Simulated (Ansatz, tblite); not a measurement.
**C₂₂H₂₄S₃Si₂: rung by rung**

One table from this session's results is given with a row withheld; the runs are named, their logs left out.

The runs use Ansatz 0.2.0, Gaussian basis; as each input shows.

Plan: GFN1-xTB, GFN2-xTB, PBE-D4/def2-TZVP, r2SCAN-D4/def2-TZVP, PBE-D4/def2-SVP, PBE0-D4/def2-SVP.

1 further run of the same task is left out (set aside as unsound or not needed).

### The geometry

The singlet was relaxed beforehand with PBE-D4/def2-SVP.

51 atoms, charge 0, spin multiplicity 1.

Bond lengths: C1–Si2 1.890 Å, C1–H28 1.110 Å, C1–H29 1.109 Å, C1–H30 1.109 Å, Si2–C3 1.891 Å, Si2–C4 1.890 Å, Si2–C5 1.848 Å, C3–H31 1.109 Å, C3–H32 1.110 Å, C3–H33 1.109 Å, C4–H34 1.110 Å, C4–H35 1.109 Å, C4–H36 1.109 Å, C5–C6 1.239 Å, C6–C7 1.406 Å, C7–C8 1.399 Å, C7–S27 1.759 Å, C8–C9 1.412 Å and more. Angles: Si2–C1–H28 110.5°, Si2–C1–H29 111.0°, Si2–C1–H30 111.0°, H28–C1–H29 108.0°, H28–C1–H30 108.1°, H29–C1–H30 108.0°, C1–Si2–C3 110.4°, C1–Si2–C4 110.6°, C1–Si2–C5 108.6°, C3–Si2–C4 110.5°, C3–Si2–C5 108.8°, C4–Si2–C5 107.9°, Si2–C3–H31 111.0°, Si2–C3–H32 110.5°, Si2–C3–H33 111.0°, H31–C3–H32 108.1°, H31–C3–H33 107.9°, H32–C3–H33 108.1° and more.

PBE0-D4/def2-TZVP was run before; its log isn't repeated, and its numbers join the tables.

The first run:

Tight binding, by tblite at 300 K electronic temperature and without a spin-polarisation term:

```python
tblite.interface.Calculator('GFN1-xTB', numbers, positions, charge=0, uhf=0).singlepoint()
```

Tight binding, by tblite at 300 K electronic temperature and without a spin-polarisation term:

```python
tblite.interface.Calculator('GFN2-xTB', numbers, positions, charge=0, uhf=0).singlepoint()
```

start.molden holds the orbitals of an earlier run on this state, given as this run's starting guess.

in.yaml

```yaml
crystal:
  periodic: [false, false, false]
  atoms:
    - {symbol: C, position_ang: [-9.884878, 1.012919, -1.791629]}
    - {symbol: Si, position_ang: [-9.525574, 0.675714, 0.033346]}
    - {symbol: C, position_ang: [-9.913364, 2.205944, 1.073834]}
    - {symbol: C, position_ang: [-10.522040, -0.809954, 0.644704]}
    - {symbol: C, position_ang: [-7.731474, 0.271604, 0.216773]}
    - {symbol: C, position_ang: [-6.534328, -0.016449, 0.352331]}
    - {symbol: C, position_ang: [-5.178101, -0.350221, 0.512053]}
    - {symbol: C, position_ang: [-4.614292, -1.421138, 1.214391]}
    - {symbol: C, position_ang: [-3.203728, -1.445734, 1.160828]}
    - {symbol: C, position_ang: [-2.652423, -0.397178, 0.416797]}
    - {symbol: C, position_ang: [-1.264542, -0.112583, 0.151985]}
    - {symbol: C, position_ang: [-0.697515, 0.924528, -0.592807]}
    - {symbol: C, position_ang: [0.714563, 0.883327, -0.634322]}
    - {symbol: C, position_ang: [1.262949, -0.186338, 0.077654]}
    - {symbol: C, position_ang: [2.645008, -0.551910, 0.260942]}
    - {symbol: C, position_ang: [3.177568, -1.622175, 0.987509]}
    - {symbol: C, position_ang: [4.587615, -1.683317, 0.953453]}
    - {symbol: C, position_ang: [5.169844, -0.659034, 0.198638]}
    - {symbol: C, position_ang: [6.531078, -0.411926, -0.050881]}
    - {symbol: C, position_ang: [7.732125, -0.199640, -0.267511]}
    - {symbol: Si, position_ang: [9.532119, 0.087150, -0.573383]}
    - {symbol: C, position_ang: [9.705350, 1.444549, -1.876961]}
    - {symbol: C, position_ang: [10.295998, -1.529083, -1.189122]}
    - {symbol: C, position_ang: [10.342463, 0.618808, 1.050122]}
    - {symbol: S, position_ang: [3.925485, 0.387604, -0.472947]}
    - {symbol: S, position_ang: [-0.009617, -1.147478, 0.805236]}
    - {symbol: S, position_ang: [-3.915728, 0.630822, -0.222040]}
    - {symbol: H, position_ang: [-10.957263, 1.259328, -1.937624]}
    - {symbol: H, position_ang: [-9.282517, 1.865729, -2.164958]}
    - {symbol: H, position_ang: [-9.646318, 0.127249, -2.414460]}
    - {symbol: H, position_ang: [-9.312787, 3.076363, 0.740456]}
    - {symbol: H, position_ang: [-10.986874, 2.474498, 0.986737]}
    - {symbol: H, position_ang: [-9.688453, 2.025942, 2.144507]}
    - {symbol: H, position_ang: [-11.610577, -0.612524, 0.555515]}
    - {symbol: H, position_ang: [-10.286623, -1.717336, 0.052580]}
    - {symbol: H, position_ang: [-10.297996, -1.027740, 1.708599]}
    - {symbol: H, position_ang: [-5.232033, -2.155861, 1.746587]}
    - {symbol: H, position_ang: [-2.584827, -2.210161, 1.651232]}
    - {symbol: H, position_ang: [-1.303723, 1.692239, -1.093562]}
    - {symbol: H, position_ang: [1.334053, 1.615663, -1.170553]}
    - {symbol: H, position_ang: [2.545690, -2.339690, 1.529520]}
    - {symbol: H, position_ang: [5.192030, -2.446904, 1.459671]}
    - {symbol: H, position_ang: [10.776385, 1.645246, -2.087884]}
    - {symbol: H, position_ang: [9.239836, 2.389915, -1.532049]}
    - {symbol: H, position_ang: [9.216769, 1.148876, -2.827313]}
    - {symbol: H, position_ang: [10.172124, -2.337285, -0.440097]}
    - {symbol: H, position_ang: [11.381867, -1.399767, -1.379377]}
    - {symbol: H, position_ang: [9.817178, -1.861203, -2.132362]}
    - {symbol: H, position_ang: [11.428691, 0.794993, 0.904599]}
    - {symbol: H, position_ang: [10.221748, -0.161769, 1.828357]}
    - {symbol: H, position_ang: [9.889051, 1.555399, 1.432905]}
basis:
  gaussian: {orbitals: def2-TZVP, fitting: {mean_field: def2-universal-jkfit}, initial_orbitals: start.molden}
hamiltonian: {xc: pbe, dispersion: d4}
scf: {omitted_lower_state_checks: [starts]}
output: {orbitals: {seedname: orbitals}}
```

Command:

```sh
$ ansatz run in.yaml --threads 2 --pin off --events-out ev --progress --plain --max-ram 32768MiB --backend cuda --devices 0, --max-vram 18GiB
```

Steps of the session up to this table: PBE-D4/def2-TZVP; r2SCAN-D4/def2-TZVP; PBE-D4/def2-SVP; PBE0-D4/def2-SVP.

One of the session's tables, all rows but one given; the rest of the session is left out.

It belongs to the step «Binding energy». 

```
              level  binding an atom (eV)
    PBE-D4/def2-SVP                 4.894
   PBE-D4/def2-TZVP                     ?
r2SCAN-D4/def2-TZVP                 4.721
   PBE0-D4/def2-SVP                 4.797
  PBE0-D4/def2-TZVP                 4.752
```

Q: Estimate the row for PBE-D4/def2-TZVP from the others.

As computed: binding an atom (eV): 4.850. In the column «binding an atom (eV)» it lies between PBE0-D4/def2-SVP (4.797) and PBE-D4/def2-SVP (4.894).

To keep in mind: Free atoms were run apart at each level; binding is atoms less cluster, divided by the number of atoms, without zero-point or spin-orbit terms.
